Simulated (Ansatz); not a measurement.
# Si7Ni5: the cost of one run

Computed with Ansatz 0.2.0 (DFT PBE, scalar-relativistic, plane waves, PAW, unless a step's input says otherwise).

## (1) Starting point

The structure is cubic, space group P-43m (No. 215). Conventional cell: a = 5.431 Å, b = 5.431 Å, c = 5.431 Å, α = 90.00°, β = 90.00°, γ = 90.00°. Ni (site symmetry 3m) is surrounded by 1 Ni at 2.35 Å and 7 Si at 2.35 Å. Around Ni (site symmetry -43m) lie 4 Ni at 2.35 Å and 6 Si at 2.72 Å. Si (site symmetry -43m) is surrounded by 4 Ni at 2.35 Å. Si (site symmetry -42m) is surrounded by 4 Ni at 2.35 Å. Si (site symmetry -42m) is surrounded by 6 Ni at 2.35 to 2.72 Å and 4 Si at 2.72 Å.

Coordinates:

```
Ni Si
1.0
     5.43100    0.00000    0.00000
     0.00000    5.43100    0.00000
     0.00000    0.00000    5.43100
Ni Si
5 7
Direct
  0.00000 0.00000 0.00000
  0.00000 0.50000 0.50000
  0.50000 0.00000 0.50000
  0.50000 0.50000 0.00000
  0.25000 0.25000 0.25000
  0.75000 0.75000 0.75000
  0.25000 0.75000 0.75000
  0.75000 0.25000 0.25000
  0.75000 0.25000 0.75000
  0.25000 0.75000 0.25000
  0.75000 0.75000 0.25000
  0.25000 0.25000 0.75000
```

## (2) Relaxing cell and atoms: Si7Ni5, no spin

input.yaml reads:

```yaml
crystal:
  lattice:
    - [5.431, 0.0, 0.0]
    - [0.0, 5.431, 0.0]
    - [0.0, 0.0, 5.431]
  atoms:
    - { symbol: Ni, position: [0.0, 0.0, 0.0] }
    - { symbol: Ni, position: [0.0, 0.5, 0.5] }
    - { symbol: Ni, position: [0.5, 0.0, 0.5] }
    - { symbol: Ni, position: [0.5, 0.5, 0.0] }
    - { symbol: Ni, position: [0.25, 0.25, 0.25] }
    - { symbol: Si, position: [0.75, 0.75, 0.75] }
    - { symbol: Si, position: [0.25, 0.75, 0.75] }
    - { symbol: Si, position: [0.75, 0.25, 0.25] }
    - { symbol: Si, position: [0.75, 0.25, 0.75] }
    - { symbol: Si, position: [0.25, 0.75, 0.25] }
    - { symbol: Si, position: [0.75, 0.75, 0.25] }
    - { symbol: Si, position: [0.25, 0.25, 0.75] }
scf:
  occupations: { method: methfessel_paxton, width: 0.1 }
output:
  forces: true
  stress: true
  eigenvalues: true
  write_density: true
  write_potential: true
  elf: true
  volumetric_format: npy
kpoints:
  mp_grid: { grid: [8, 8, 8] }
hamiltonian:
  xc: pbe
relax:
  f_tol: 0.01
  adjacent_minimum: "off"
  cell: { stress_tol: 0.05, fix: [shape] }
```

The run is started by

```
> ansatz run input.yaml --threads 8 --pin off --max-ram 16384MiB --backend cpu --events-out ev --progress --plain --runs-dir out
```

What time and memory should one allow on 8 threads of Arm Neoverse N1, shared host?

About 78 s, with a peak of 0.97 GiB.
